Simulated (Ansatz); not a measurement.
Ta3AsAu2O13:

```
Ta As Au O
1.0
     6.43030   -1.94333   -0.00483
     6.43030    1.94333   -0.00483
    -2.54785    0.00000   10.68617
Ta As Au O
3 1 2 13
Direct
  0.42174 0.42174 0.35289
  0.60514 0.60514 0.67616
  0.33575 0.33575 0.98865
  0.62199 0.62199 0.00347
  0.71608 0.71608 0.34780
  0.30523 0.30523 0.63263
  0.69967 0.69967 0.15479
  0.56266 0.56266 0.34673
  0.27377 0.27377 0.44492
  0.32994 0.32994 0.81777
  0.48263 0.48263 0.55126
  0.75351 0.75351 0.62745
  0.36278 0.36278 0.18289
  0.87969 0.87969 0.36594
  0.57427 0.57427 0.83568
  0.11671 0.11671 0.67068
  0.49325 0.49325 0.03078
  0.16601 0.16601 0.98717
  0.79918 0.79918 0.98234
```

The cell was built by a generator and needn't be a form met in nature.

Base run:

* Program: Ansatz 0.2.0
* Functional: RPBE
* Potentials or basis: Ansatz PAW
* Cutoff: 420 eV
* Density cutoff: 1680 eV
* k mesh: 7 × 7 × 3
* Occupations: fermi-dirac, width 0.05 eV
* Spin: no spin polarisation

Its results: band gap on the k mesh none (metal or under the smearing width); pressure 3.6 GPa; largest force 0.101 eV/Å.

**Question.** The run is repeated on the same cell with these changes: functional from RPBE to revPBE. What comes out?

**Answer.** Band gap on the k mesh none (metal or under the smearing width); pressure 2.7 GPa; largest force 0.069 eV/Å.

Caveats: the potentials were made for another functional, which shifts forces and pressure; the PAW data sets come from PBE, with cores solved anew for the run's functional, which leaves a small shift of forces and pressure.

Not every run made on this cell is shown here.
